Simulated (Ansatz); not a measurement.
# WS (Pm-3m) in Ansatz: notebook

The runs below take WS through single point, relaxation of cell and atoms, with HF.

Everything below comes from runs of Ansatz 0.2.0. Logs are shortened: lines on timing, memory, paths and dates and some standing lists are left out, and cuts for length are marked.

### 1 Starting point

Symmetry: Pm-3m, No. 221, cubic system. Conventional cell: a = 3.445 Å, b = 3.445 Å, c = 3.445 Å, α = 90.00°, β = 90.00°, γ = 90.00°. Around W (site symmetry m-3m) lie 8 S at 2.98 Å. Around S (site symmetry m-3m) lie 8 W at 2.98 Å.

The cell was built by a generator and needn't be a form met in nature.

### 2 Single point, HF

The input, input:

```
crystal:
  lattice:
    - [3.44484848, 0.0, 0.0]
    - [0.0, 3.44484848, 0.0]
    - [0.0, 0.0, 3.44484848]
  atoms:
    - { symbol: W, position: [0.5, 0.5, 0.5] }
    - { symbol: S, position: [0.0, 0.0, 0.0] }
hamiltonian:
  xc: hf
  pseudopotentials: { kind: paw }
kpoints:
  mp_grid: { grid: [4, 4, 4] }
scf:
  occupations: { method: fermi_dirac, width: 0.05 }
output:
  forces: true
  stress: true
  eigenvalues: true
```

Potentials or basis: Ansatz PAW.

The log of the run:

```text
Warning: output.stress: scf.convergence.dr2_threshold = 1e-7 eV (the SCF's general default) is looser than the 2e-10 eV advised for a printed stress (1e-10 eV for each atom of the cell: 2). What an SCF threshold leaves in a stress goes as its square root, and in the free energy as the threshold itself, and one threshold admits the most on a small cell: of the crystals measured, under no hybrid functional and no lock of the moments, on runs that ended without the residual-converged pass, on stresses that held no estimate of that error, the worst erred by over 100 MPa in a component at 1e-7 eV an atom and by under 5 at 1e-10. Set scf.convergence.dr2_threshold to 2e-10 eV or tighter. The threshold is an SCF's pass mark: one that does not reach it within its budget of iterations ends unconverged, or closes short of it on a stop that the run arms, and scf.convergence.dr2_threshold's page says what that costs each kind of run
Warning: output.stress: scf.exx.energy_threshold = 1e-6 eV is looser than the 2e-8 eV advised for a stress under a hybrid functional (1e-8 eV for each atom of the cell: 2). Every SCF of the exchange loop can meet its threshold on dr2 while the loop round them stops early: no threshold on dr2 bounds what that leaves in the stress. Set scf.exx.energy_threshold to 2e-8 eV or tighter. The threshold is the loop's pass mark: a loop that does not reach it within its budget of cycles ends unconverged, and scf.exx.energy_threshold's page has the law
GPUs: using 1 of 1 available (devices: 1).
Engine: ansatz 0.2.0, x86_64-unknown-linux-gnu
Pseudopotentials: kind: paw
Pseudopotential: W, paw, valence charge 14, recommended cutoff 420 eV (normal), W.paw.azcp
Pseudopotential: S, paw, valence charge 6, recommended cutoff 420 eV (normal), S.paw.azcp
Functional definition: HF
  exchange = exact_x
  correlation = 0
device memory: the entry about to start is reckoned to put 0.4 GiB on a device that reports 66.8 GiB free (of which the cap on the GPU budget leaves the run 18.0 GiB)
GPU FFT provider: cuFFT
GPU libraries: cuBLAS 13.8.2, cuFFT 12.4.0, cuSOLVER 12.3.4
Crystal: 2 atoms, lattice volume = 40.880 Å³
Basis set: ecut = 420 eV, 799 PW (Γ)
Bands: 14, of which v1, the nominal top of the filled ones, is band 10 counted from 1 (9 counted from 0)
Symmetry: 48 space group operations
Space group: Pm-3m (ITA 221), of the structure as read, at distance tolerance 3.4e-5 Å
k-points: 10 of 64
Non-local potential: W, projectors of the file, l = 0: 3, l = 1: 2, l = 2: 2, l = 3: 1
Non-local potential: S, projectors of the file, l = 0: 2, l = 1: 2, l = 2: 2
PAW form: soft (Blöchl's): semilocal exchange-correlation on the pseudo side does not see the compensation charge
PAW frozen core: W, regenerated for the run's functional, and the local potential with it (the file was generated under x = pbe(κ = 0.804, μ = 0.2195149727645171), c = pbe(β = 0.06672455060314922))
PAW frozen core: S, regenerated for the run's functional, and the local potential with it (the file was generated under x = pbe(κ = 0.804, μ = 0.2195149727645171), c = pbe(β = 0.06672455060314922))
PAW one-centre angular grid: W, 590 points (default); XC on 64 Gauss nodes
PAW one-centre angular grid: S, 110 points (default); XC on 64 Gauss nodes
Initial density: superposition of atomic densities (neutral atoms: chi_scale 0, normalization atom), corrected by the library's trained network
Initial wavefunctions: pseudopotential atomic-orbital guess
GPU buffer pool allocated for 13824 grid points (all kernels)
GPU transforms: local potential and band sums: pruned to the plane-wave sphere, on 24×24×24
Functional: x = pbe(κ = 0.804, μ = 0.2195149727645171), c = none, warm-up for x = 0 pbe(κ = 0.804, μ = 0.2195149727645171) + 1 exact, c = none
SCF iter   1: F=—  HF=-11145.147354 eV  |F-HF|=—  |Δ(HF+E_count)|=         —  Δρ=2.53e-2  dr2=4.20e-1  ethr=1.77e-3  ⟨swp⟩=5.0  Hψ=522  notcnv=0
preconditioner: auto → none  [insulator: Δε(μ)=0.138 eV  Ē_g=6.628 eV  σ=0.050 eV  W_gap=0.60  n_scr=6 (ndim 8)  ℏωp=20.1 eV  f_vac=0.000  D(μ)=4.35/eV (n_scr^D=56)]
SCF iter   2: F=—  HF=-11145.057303 eV  |F-HF|=—  |Δ(HF+E_count)|=   9.01e-2  Δρ=7.79e-3  dr2=4.37e-2  ethr=1.77e-3  ⟨swp⟩=3.0  Hψ=309  notcnv=0
iter 3 solved again at ethr=1.06e-6 eV; its pass at ethr=2.18e-4 eV (dr2=2.11e-4 eV) is discarded
SCF iter   3: F=—  HF=-11145.049970 eV  |F-HF|=—  |Δ(HF+E_count)|=   7.33e-3  Δρ=1.08e-3  dr2=2.09e-4  ethr=1.06e-6  ⟨swp⟩=3.6  Hψ=668  notcnv=0
SCF iter   4: F=—  HF=-11145.050153 eV  |F-HF|=—  |Δ(HF+E_count)|=   1.84e-4  Δρ=2.48e-4  dr2=3.03e-5  ethr=1.05e-6  ⟨swp⟩=3.0  Hψ=304  notcnv=0
SCF iter   5: F=—  HF=-11145.050165 eV  |F-HF|=—  |Δ(HF+E_count)|=   1.14e-5  Δρ=4.44e-5  dr2=6.15e-7  ethr=1.52e-7  ⟨swp⟩=3.0  Hψ=271  notcnv=0
SCF iter   6: F=—  HF=-11145.050165 eV  |F-HF|=—  |Δ(HF+E_count)|=   2.07e-7  Δρ=1.91e-5  dr2=2.40e-7  ethr=3.07e-9  ⟨swp⟩=3.9  Hψ=346  notcnv=0
SCF iter   7: F=—  HF=-11145.050165 eV  |F-HF|=—  |Δ(HF+E_count)|=   4.55e-8  Δρ=7.81e-6  dr2=3.47e-8  ethr=1.20e-9  ⟨swp⟩=2.0  Hψ=246  notcnv=0
SCF iter   8: F=—  HF=-11145.050165 eV  |F-HF|=—  |Δ(HF+E_count)|=   6.46e-9  Δρ=1.61e-6  dr2=1.19e-9  ethr=1.73e-10  ⟨swp⟩=3.0  Hψ=274  notcnv=0
[... 215 lines left out ...]
SCF iter   9: F=—  HF=-11142.061760 eV  |F-HF|=—  |Δ(HF+E_count)|=   3.56e-6  Δρ=6.93e-6  dr2=3.52e-8  ethr=7.50e-12  ⟨swp⟩=5.5  Hψ=625  notcnv=0
SCF iter  10: F=—  HF=-11142.061760 eV  |F-HF|=—  |Δ(HF+E_count)|=   7.74e-9  Δρ=2.19e-6  dr2=6.46e-9  ethr=7.50e-12  ⟨swp⟩=3.9  Hψ=394  notcnv=0
SCF iter  11: F=-11142.061760 eV  HF=-11142.061760 eV  |F-HF|=6.35e-10  |Δ(HF+E_count)|=   6.11e-9  Δρ=1.25e-6  dr2=1.34e-9  ethr=7.50e-12  ⟨swp⟩=4.1  Hψ=352  notcnv=0
SCF 14 converged in 11 iterations: F = -11142.061760 eV  dr2 = 1.34e-9
  Residual-converged pass: ⟨swp⟩=2.0  Hψ=225  notcnv=0  max |occ|·‖R‖ = 9.9e-7 eV (tolerance 1.1e-6 eV)  dr2=1.34e-9  dr2_onsite=2.24e-11  max |Δocc| = 0.0e0
hybrid outer 13: dexx = +1.050e-3 eV, tail = 2.74e-5 eV, Δε = 5.72e-2 eV (about 1.79e-2 eV left of the loop's levels)
GPU FFT provider: cuFFT
GPU libraries: cuBLAS 13.8.2, cuFFT 12.4.0, cuSOLVER 12.3.4
GPU buffer pool allocated for 13824 grid points (all kernels)
GPU transforms: local potential and band sums: pruned to the plane-wave sphere, on 24×24×24
Exchange kernel: α = 1.0000, full range, Wigner–Seitz truncation, v(0) = 6507.3341 eV·Å³, q-mesh 4×4×4, nearest image of the exchange supercell L = 13.78 Å, pair-density grid 18×18×18, without the augmentation charges, whose exchange is taken in its separable form by FFT convolution over the k-point mesh (sized by the pseudopotential files, 24×24×24 at the most), smooth part of the exact exchange by density-matrix convolution in up to 1.03 GiB of GPU memory as planned if the GPU has room (build and FFT work areas not counted)
Frozen-core exchange: fock
SCF iter   1: F=—  HF=-11142.061778 eV  |F-HF|=—  |Δ(HF+E_count)|=         —  Δρ=3.88e-5  dr2=2.12e-7  ethr=1.74e-7  ⟨swp⟩=3.2  Hψ=341  notcnv=0
preconditioner: auto → none  [insulator: Δε(μ)=5.859 eV  Ē_g=16.095 eV  σ=0.050 eV  W_gap=1.00  n_scr=6 (ndim 8)  ℏωp=20.1 eV  f_vac=0.000  D(μ)=0.00/eV (n_scr^D=0)]
SCF iter   2: F=—  HF=-11142.061778 eV  |F-HF|=—  |Δ(HF+E_count)|=   3.38e-8  Δρ=2.05e-5  dr2=5.05e-8  ethr=6.10e-10  ⟨swp⟩=3.2  Hψ=276  notcnv=0
SCF iter   3: F=—  HF=-11142.061777 eV  |F-HF|=—  |Δ(HF+E_count)|=   2.50e-8  Δρ=5.69e-6  dr2=4.98e-9  ethr=2.24e-10  ⟨swp⟩=2.8  Hψ=255  notcnv=0
SCF iter   4: F=-11142.061777 eV  HF=-11142.061777 eV  |F-HF|=7.19e-10  |Δ(HF+E_count)|=  9.88e-10  Δρ=1.23e-6  dr2=8.74e-10  ethr=1.88e-11  ⟨swp⟩=3.3  Hψ=340  notcnv=0
SCF 15 converged in 4 iterations: F = -11142.061777 eV  dr2 = 8.74e-10
  Residual-converged pass: ⟨swp⟩=2.2  Hψ=240  notcnv=0  max |occ|·‖R‖ = 9.7e-7 eV (tolerance 1.1e-6 eV)  dr2=8.75e-10  dr2_onsite=2.88e-11  max |Δocc| = 0.0e0
hybrid outer 14: dexx = +4.454e-7 eV, tail = 3.04e-7 eV, Δε = 9.36e-4 eV (about 7.03e-4 eV left of the loop's levels), ΔF = 3.05e-29 eV/Å (tail 4.66e-29)
GPU FFT provider: cuFFT
GPU libraries: cuBLAS 13.8.2, cuFFT 12.4.0, cuSOLVER 12.3.4
GPU buffer pool allocated for 13824 grid points (all kernels)
GPU transforms: local potential and band sums: pruned to the plane-wave sphere, on 24×24×24
Exchange kernel: α = 1.0000, full range, Wigner–Seitz truncation, v(0) = 6507.3341 eV·Å³, q-mesh 4×4×4, nearest image of the exchange supercell L = 13.78 Å, pair-density grid 18×18×18, without the augmentation charges, whose exchange is taken in its separable form by FFT convolution over the k-point mesh (sized by the pseudopotential files, 24×24×24 at the most), smooth part of the exact exchange by density-matrix convolution in up to 1.03 GiB of GPU memory as planned if the GPU has room (build and FFT work areas not counted)
Frozen-core exchange: fock
SCF iter   1: F=—  HF=-11142.061778 eV  |F-HF|=—  |Δ(HF+E_count)|=         —  Δρ=6.59e-6  dr2=6.61e-9  ethr=2.09e-9  ⟨swp⟩=3.2  Hψ=349  notcnv=0
SCF iter   2: F=-11142.061778 eV  HF=-11142.061778 eV  |F-HF|=1.39e-9  |Δ(HF+E_count)|=  3.75e-10  Δρ=3.24e-6  dr2=1.75e-9  ethr=2.72e-11  ⟨swp⟩=3.2  Hψ=279  notcnv=0
SCF 16 converged in 2 iterations: F = -11142.061778 eV  dr2 = 1.75e-9
  Residual-converged pass: ⟨swp⟩=2.7  Hψ=251  notcnv=0  max |occ|·‖R‖ = 1.0e-6 eV (tolerance 1.1e-6 eV)  dr2=1.73e-9  dr2_onsite=7.50e-11  max |Δocc| = 0.0e0
hybrid outer 15: dexx = +1.018e-8 eV, tail = 1.69e-8 eV, Δε = 1.63e-4 eV (about 2.51e-4 eV left of the loop's levels), ΔF = 1.58e-29 eV/Å (tail 1.19e-29)
hybrid SCF converged: 15 outer / 85 inner (+9 warm-up), last move |dexx| = 1.02e-8 eV, tail = 1.69e-8 eV
Stability not checked: this state was not tested for a lower state beside it, because the functional holds exact exchange (a hybrid, or Hartree-Fock), whose exchange loop this test does not read (fock_operator; see scf.lower_state_search)
Free energy (F): -11142.061778 eV
Frozen-core exchange: fock
Harris-Foulkes:  -11142.061778 eV  (|F-HF|=1.39e-9)
Internal energy: -11142.061778 eV  (E = F + TS)
E sigma→0 (E₀):  -11142.061778 eV
Fermi energy:    13.465132 eV
--- Per-component energies (eV) ---
  E_band       = -332.013601
  E_kinetic    = 549.704054
  E_local      = -1035.480336  (includes V_loc(G=0)·N_el)
  E_nonlocal   = 38.592130
  E_hartree    = 356.012925
  E_xc         = 0.000000
  E_vxc        = 0.000000  (∫ρ·V_xc dr)
  E_exx        = -241.981085  (= α·E_x^exact, valence–valence)
  E_paw        = -9140.368066  (= ΣΔE_a)
  E_vpaw       = -112.893703  (= ΣTr[D̂ρ^β])
  E_aug_tail   = -0.000060  (compensation charges beyond the density's cutoff)
  E_ewald      = -1657.345143
  E_core_change = -11.196199  (= ΣΔE_core)
  E_smearing   = -0.000000  (= −TS)
  E_closure    = 0.000001  (closes the sum)
  Σ components = -11142.061778   (vs F -11142.061778, Δ=0.00e0)
--- Forces (eV/Å), atoms counted from 1 ---
  atom   1  W      0.00000000    -0.00000000     0.00000000
  atom   2  S      0.00000000     0.00000000    -0.00000000
  max |Σ_I F_I| component: 1.58e-29 eV/Å
--- Stress (GPa, compression-positive) ---
      -10.582049       0.000000       0.000000
       -0.000000     -10.582049       0.000000
        0.000000       0.000000     -10.582049
  P = ⅓ Tr σ = -10.5820 GPa (-105.820 kbar)
--- Band table (eV; the first three rows and the last of 10) ---
  k-point 0: bands = ["-77.7232", "-36.6280", "-36.6280", "-36.6280", "-9.7512", "4.9733", "4.9733", "7.2440", "7.2440", "7.2440", "16.3725", "19.8967", "19.8967", "19.8967"]
  k-point 1: bands = ["-77.7214", "-36.7026", "-36.6161", "-36.6161", "-9.1262", "2.7642", "5.2549", "7.0512", "7.0512", "7.9095", "18.9156", "20.1957", "20.4853", "20.4853"]
  k-point 2: bands = ["-77.7196", "-36.7804", "-36.6039", "-36.6039", "-8.3388", "0.4880", "5.5579", "6.8536", "6.8536", "10.0069", "20.5268", "20.7091", "21.6144", "21.6144"]
  k-point 9: bands = ["-77.7101", "-36.7496", "-36.7496", "-36.7496", "-6.7315", "3.2025", "3.2025", "3.2025", "10.5138", "10.5138", "18.7607", "18.7607", "18.7607", "22.4457"]
```

Wall time 28 s (1 × NVIDIA H100 80GB HBM3 with 2 threads of AMD EPYC 7R13 (Zen 3), shared host); peak memory 1.5 GiB.

Results:

```yaml
Free_energy: -11142.0618 eV
Pressure: -10.6 GPa
Band_gap_on_the_k_mesh: 5.86 eV, indirect (least direct gap 7.70 eV)
```

Caveat: the k mesh is coarse (spacing up to 0.46 Å⁻¹), so the values aren't converged, least of all with exact exchange; spin-orbit coupling is left out, which moves the levels of the heavy elements; the PAW data sets come from PBE, with cores solved anew for the run's functional, which leaves a small shift of forces and pressure; the thresholds are loose for stress.

### 3 Relaxation of cell and atoms, HF

Edit input of step 2 so:

```diff
@@ -19 +19,5 @@
   eigenvalues: true
+relax:
+  f_tol: 0.01
+  max_steps: 40
+  cell: { stress_tol: 0.05 }
```

Potentials or basis: Ansatz PAW.

The log of the run:

```text
GPUs: using 1 of 1 available (devices: 1).
[... 7 set-up lines as earlier in the session ...]
device memory: the entry about to start is reckoned to put 0.4 GiB on a device that reports 66.9 GiB free (of which the cap on the GPU budget leaves the run 18.0 GiB)
GPU FFT provider: cuFFT
GPU libraries: cuBLAS 13.8.2, cuFFT 12.4.0, cuSOLVER 12.3.4
Crystal: 2 atoms, lattice volume = 40.880 Å³
Basis set: ecut = 420 eV, 799 PW (Γ)
Bands: 14, of which v1, the nominal top of the filled ones, is band 10 counted from 1 (9 counted from 0)
[... 2 set-up lines as earlier in the session ...]
k-points: 10 of 64
[... 7 set-up lines as earlier in the session ...]
[... 657 lines left out ...]
  E_hartree    = 325.086402
  E_xc         = 0.000000
  E_vxc        = 0.000000  (∫ρ·V_xc dr)
  E_exx        = -243.545577  (= α·E_x^exact, valence–valence)
  E_paw        = -9140.601295  (= ΣΔE_a)
  E_vpaw       = -113.092015  (= ΣTr[D̂ρ^β])
  E_aug_tail   = -0.000052  (compensation charges beyond the density's cutoff)
  E_ewald      = -1731.796446
  E_core_change = -11.196199  (= ΣΔE_core)
  E_smearing   = -0.000000  (= −TS)
  E_closure    = 0.000000  (closes the sum)
  Σ components = -11142.249612   (vs F -11142.249612, Δ=-1.82e-12)
--- Forces (eV/Å), atoms counted from 1 ---
  atom   1  W      0.00000000    -0.00000000    -0.00000000
  atom   2  S      0.00000000    -0.00000000    -0.00000000
  max |Σ_I F_I| component: 6.89e-26 eV/Å
--- Stress (GPa, compression-positive) ---
       -0.001085       0.000000      -0.000000
        0.000000      -0.001085      -0.000000
       -0.000000      -0.000000      -0.001085
  P = ⅓ Tr σ = -0.0011 GPa (-0.011 kbar)
--- Band table (eV; the first three rows and the last of 10) ---
  k-point 0: bands = ["-75.2557", "-34.1540", "-34.1540", "-34.1540", "-8.6242", "6.7427", "6.7427", "9.2413", "9.2413", "9.2413", "19.7958", "22.3537", "22.3537", "22.3537"]
  k-point 1: bands = ["-75.2520", "-34.2785", "-34.1351", "-34.1351", "-7.8250", "4.1770", "7.1206", "8.9179", "8.9179", "10.3341", "22.3707", "22.7320", "23.1145", "23.1145"]
  k-point 2: bands = ["-75.2483", "-34.4062", "-34.1163", "-34.1163", "-6.7688", "1.5289", "7.5355", "8.5956", "8.5956", "13.0405", "23.1575", "23.8323", "24.6454", "24.6454"]
  k-point 9: bands = ["-75.2300", "-34.3463", "-34.3463", "-34.3463", "-4.7421", "4.3248", "4.3248", "4.3248", "13.7639", "13.7639", "21.0949", "21.0949", "21.0949", "25.6799"]
--- Relaxed structure (5 steps of the walk, 5 accepted, 2 SCFs on fresh bases) ---
  F+E_penalty+E_count = -11142.24961232 eV   max|allowed force component| = 2.585e-26 eV/Å   (the final SCF, on the basis selected at the relaxed cell)
  cell:  # Å, volume = 35.8310 Å³
    - [3.2967517093325394, -2.6080301330243816e-34, 9.388908478887773e-34]
    - [-2.6080301330243816e-34, 3.2967517093325394, 0.0]
    - [9.067920154823235e-34, 0.0, 3.2967517093325394]
  atoms:
    - { symbol: W, position: [0.5, 0.5, 0.5] }
    - { symbol: S, position: [-9.317922861614205e-36, -4.0765912519343004e-36, 1.0593251842664141e-48] }
```

Run time: 1.8 min. Hardware: 1 × NVIDIA H100 80GB HBM3 with 2 threads of AMD EPYC 7R13 (Zen 3), shared host; peak memory 1.6 GiB.

What came out:

```yaml
Free_energy: -11142.2496 eV
Relaxed_volume: 17.92 Å³/atom
Relaxed_cell: a = 3.297 Å, b = 3.297 Å, c = 3.297 Å, α = 90.00°, β = 90.00°, γ = 90.00°
Space_group_after_relaxing_to_0.05_Å: Pm-3m (No. 221)
Energy_gained_by_relaxing: 93.9 meV/atom
Ionic_steps: 7
Pressure_after_relaxing: 0.0 GPa
Band_gap_on_the_k_mesh: 6.03 eV, indirect (least direct gap 6.55 eV)
```

The path:
```csv
step,energy change (eV),largest force (eV/Å),volume (Å³)
1,0.0000,0.0000,40.88
2,-0.1887,0.0000,35.19
3,-0.1918,0.0000,36.02
4,-0.1922,0.0000,35.86
5,-0.1878,0.0000,35.86
6,-0.1878,0.0000,35.83
7,-0.1878,0.0000,35.83
```

Final structure:
```
W S
1.0
     3.29675    0.00000    0.00000
     0.00000    3.29675    0.00000
     0.00000    0.00000    3.29675
W S
1 1
Direct
  0.50000 0.50000 0.50000
  0.00000 0.00000 0.00000
```

Caveat: the k mesh is coarse (spacing up to 0.46 Å⁻¹), so the values aren't converged, least of all with exact exchange; the plane-wave basis is chosen anew once the cell has moved, so the energies of steps on either side of that aren't comparable; spin-orbit coupling is left out, which moves the levels of the heavy elements; the PAW data sets come from PBE, with cores solved anew for the run's functional, which leaves a small shift of forces and pressure. A k mesh can miss the band edges.
